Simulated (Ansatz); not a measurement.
# BGeH₄ (doublet): trial inputs and their diagnosis at distance Ge1–B2 = 2.779 Å

3 inputs are run for BGeH₄ (doublet) as typed; the log has to tell whether the result can be used and what must change.

Program: Ansatz 0.2.0, Gaussian basis. Level of theory: the settings change from run to run. These are calculated values, not measurements.

19 further runs of the same task are left out: 1 for a mislabelled method, 15 that didn't finish, 3 set aside as unsound or not needed.

## Step 1: The geometry

The geometry derives from a PBE0/def2-TZVP stationary point (not a proven minimum). One bond is set to the value named and the two fragments are kept rigid. No spin-orbit coupling is included. The filled d shell of Ge may be among the frozen orbitals whatever the setting's name suggests; the logs give the count.

6 atoms, charge 0, spin multiplicity 2.

Atoms are counted from 1 here; the program's logs count them from 0.

Bond lengths: Ge1–H3 1.536 Å, Ge1–H4 1.536 Å, B2–H5 1.193 Å, B2–H6 1.193 Å. Angles: H3–Ge1–H4 109.7°, H5–B2–H6 121.9°.

## Step 2: Try 1

in.yaml reads:

```yaml
crystal:
  periodic: [false, false, false]
  atoms:
    - {symbol: Ge, position_ang: [0.000000, 0.000000, 0.400428]}
    - {symbol: B, position_ang: [0.000000, 0.000000, -2.378572]}
    - {symbol: H, position_ang: [0.000000, 1.255258, 1.285075]}
    - {symbol: H, position_ang: [0.000000, -1.255258, 1.285075]}
    - {symbol: H, position_ang: [0.000000, 1.042369, -2.957981]}
    - {symbol: H, position_ang: [0.000000, -1.042369, -2.957981]}
basis:
  gaussian: {orbitals: STO-3G}
magnetization: {spin_polarized: false, initial_magnetization: 1}
correlation: {active_space: {ras: {orbitals: [5, 1, 6], electrons: 12, max_holes: 2, max_particles: 2}, fixed_orbitals: true}}
accuracy: high
```

On the command line:

```
$ ansatz run in.yaml --threads 1 --pin off --events-out ev --progress --plain --max-ram 2393MiB
```

Output:

```text
Functional definition: HF
  name "HF"
  cite "Fock, Z. Phys. 61, 126 (1930) doi:10.1007/BF01340294"
  parent pbe
  exchange = exact_x
  correlation = 0
382 factors; integrals over basis functions are off by at most 5.5e-9 eV
mean field evaluation 1: about -56550.4753 eV, gradient 1.5e1 eV
mean field evaluation 2: about -56550.4780 eV, gradient 1.5e1 eV
mean field evaluation 4: about -56551.9152 eV, gradient 3.6e0 eV
mean field evaluation 8: about -56552.0370 eV, gradient 5.6e-2 eV
mean field evaluation 16: about -56550.9574 eV, gradient 2.0e0 eV
mean field evaluation 32: about -56550.9974 eV, gradient 1.7e-3 eV
mean field -56552.03704786 eV, -2078.2490291615 hartree, gradient 8.1e-9 eV, S^2 0.750000; 5 other end points of the search recorded, 0 dependent functions left out
reference -56552.03704786 eV, -2078.2490291615 hartree; 21, 20 occupied and 6, 7 virtual orbitals, 382 factors
Error: 12 electrons in 12 orbitals form no window around the highest filled level of the reference
```

Run time: 0.57 s. Hardware: 1 thread of Arm Neoverse V1, shared host.

What is wrong: The run stopped with an error. The electron count of the restricted space is wrong. Cure: count the correlated electrons again.

## Step 3: Try 2

in.yaml reads:

```yaml
crystal:
  periodic: [false, false, false]
  atoms:
    - {symbol: Ge, position_ang: [0.000000, 0.000000, 0.400428]}
    - {symbol: B, position_ang: [0.000000, 0.000000, -2.378572]}
    - {symbol: H, position_ang: [0.000000, 1.255258, 1.285075]}
    - {symbol: H, position_ang: [0.000000, -1.255258, 1.285075]}
    - {symbol: H, position_ang: [0.000000, 1.042369, -2.957981]}
    - {symbol: H, position_ang: [0.000000, -1.042369, -2.957981]}
basis:
  gaussian: {orbitals: cc-pVDZ, fitting: {mean_field: def2-universal-jkfit}}
magnetization: {spin_polarized: false, initial_magnetization: 9}
correlation: {method: ccsd_t, electrons: outside_noble_gas}
```

Same command.

Output (excerpt; [...] marks lines left out):

```text
Functional definition: HF
  name "HF"
  cite "Fock, Z. Phys. 61, 126 (1930) doi:10.1007/BF01340294"
  parent pbe
[...]
413 factors; integrals over basis functions are off by at most 3.7e-1 eV
[...]
mean field -57180.23605392 eV, -2101.3349168255 hartree, gradient 1.7e-6 eV, S^2 24.750000; 10 other end points of the search recorded, 0 dependent functions left out
[...]
determinant -57180.23605392 eV, -2101.3349168255 hartree, with singles and doubles -57183.36542638 eV, -2101.4499191424 hartree
determinant -57180.23353266 eV, -2101.3348241709 hartree, with singles and doubles -57183.36839202 eV, -2101.4500281276 hartree
determinant -57178.78773978 eV, -2101.2816922626 hartree, with singles and doubles -57181.96545866 eV, -2101.3984712775 hartree
determinant -57178.28174961 eV, -2101.2630974666 hartree, with singles and doubles -57181.41080768 eV, -2101.3780882301 hartree
determinant -57180.23605392 eV, -2101.3349168255 hartree, with singles and doubles -57183.36585614 eV, -2101.4499349358 hartree
determinant -57180.23353266 eV, -2101.3348241709 hartree, with singles and doubles -57183.36831965 eV, -2101.4500254679 hartree
[...]
15 core orbitals not correlated: weight in the atoms' cores, before any rotation towards them, 0.999 or more for the frozen orbitals, at most 0.001 for the correlated occupied ones
reference -57180.23353266 eV, -2101.3348241709 hartree; 10, 1 occupied and 36, 45 virtual orbitals, 413 factors
second order -2.39204321 eV of doubles, -0.06027974 eV of singles
cycle   1  -2.94283398 eV  change   -4.9e-1 eV  update   5.5e-2
[...]
cycle  13  -3.13478698 eV  change    1.1e-5 eV  update   6.9e-6
perturbative correction -0.06502899 eV, -0.0023897712 hartree
WARN: these amplitudes may be one of several solutions (largest doubles amplitude 0.07, level shift 0.01 eV)
Total energy: -57183.43334863 eV, -2101.4524152388 hartree
```

It took 14 s on 1 thread of Arm Neoverse V1, shared host.

What is wrong: The run converged, which proves nothing about the input. Far too many unpaired electrons are asked for. Its energy belongs to the state of multiplicity 10, not to the doublet that was meant. Cure: set initial_magnetization to that of the wanted state.

## Step 4: Try 3

in.yaml reads:

```yaml
crystal:
  periodic: [false, false, false]
  atoms:
    - {symbol: Ge, position_ang: [0.000000, 0.000000, 0.400428]}
    - {symbol: B, position_ang: [0.000000, 0.000000, -2.378572]}
    - {symbol: H, position_ang: [0.000000, 1.255258, 1.285075]}
    - {symbol: H, position_ang: [0.000000, -1.255258, 1.285075]}
    - {symbol: H, position_ang: [0.000000, 1.042369, -2.957981]}
    - {symbol: H, position_ang: [0.000000, -1.042369, -2.957981]}
basis:
  gaussian: {orbitals: "6-31G*", fitting: {mean_field: def2-universal-jkfit}}
magnetization: {spin_polarized: false, initial_magnetization: 5}
hamiltonian: {xc: {name: PBE0}}
correlation: {method: ccsd, electrons: valence, diis_vectors: 12}
scf: {lower_state_search: light}
output: {forces: true}
```

The command is unchanged.

Output (excerpt; [...] marks lines left out):

```text
Functional definition: PBE0
  name "PBE0"
  cite "Adamo & Barone, J. Chem. Phys. 110, 6158 (1999) doi:10.1063/1.478522"
  cite "Perdew, Burke & Ernzerhof, Phys. Rev. Lett. 77, 3865 (1996) doi:10.1103/PhysRevLett.77.3865"
  parent pbe
[...]
413 factors; integrals over basis functions are off by at most 8.0e-2 eV
[...]
mean field -57231.53470777 eV, -2103.2201075831 hartree, gradient 7.0e-7 eV, S^2 8.750000; 4 other end points of the search recorded, 0 dependent functions left out
[...]
10 core orbitals not correlated: weight in the atoms' cores, before any rotation towards them, 1.000 or more for the frozen orbitals, at most 0.000 for the correlated occupied ones
reference -57188.99150496 eV, -2101.6566737164 hartree; 13, 8 occupied and 35, 40 virtual orbitals, 413 factors
second order -8.33863524 eV of doubles, -0.47508787 eV of singles
cycle   1  -8.58107070 eV  change    1.9e-1 eV  update   8.4e-2
[...]
cycle  16  -9.07389003 eV  change    4.5e-7 eV  update   1.8e-7
WARN: these amplitudes may be one of several solutions (largest doubles amplitude 0.07, level shift 0.19 eV)
[...]
Total energy: -57198.06539498 eV, -2101.9901330245 hartree
Atom 0 at     0.000000     0.000000     0.400428 Å, force    -0.000000    -0.000000     1.800302 eV/Å
Atom 1 at     0.000000     0.000000    -2.378572 Å, force     0.000000    -0.000000     2.308977 eV/Å
Atom 2 at     0.000000     1.255258     1.285075 Å, force    -0.000000     0.696890     0.286317 eV/Å
Atom 3 at     0.000000    -1.255258     1.285075 Å, force     0.000000    -0.696890     0.286317 eV/Å
Atom 4 at     0.000000     1.042369    -2.957981 Å, force     0.000000     1.014541    -2.340956 eV/Å
Atom 5 at     0.000000    -1.042369    -2.957981 Å, force    -0.000000    -1.014540    -2.340956 eV/Å
Dipole moment:    -0.000000     0.000000    -0.496331 e Å
```

Run time: 20 s. Hardware: 1 thread of Arm Neoverse V1, shared host.

What is wrong: The run converged, which proves nothing about the input. Far too many unpaired electrons are asked for. Its energy belongs to the state of multiplicity 6, not to the doublet that was meant. Fix: set initial_magnetization to that of the wanted state.

## Step 5: Summary

```tsv
try	level	ended	cause	time
1	CISD/STO-3G	stopped by an error	the electron count of the restricted space is wrong	0.57 s
2	CCSD(T) on ROHF/cc-pVDZ	converged	far too many unpaired electrons are asked for	14 s
3	CCSD/6-31G*	converged	far too many unpaired electrons are asked for	20 s
```

1 stopped by an error, 2 converged. The input that converges on a wrong geometry or spin is the dangerous one: no error points at it, so geometry and ⟨S²⟩ have to be checked.
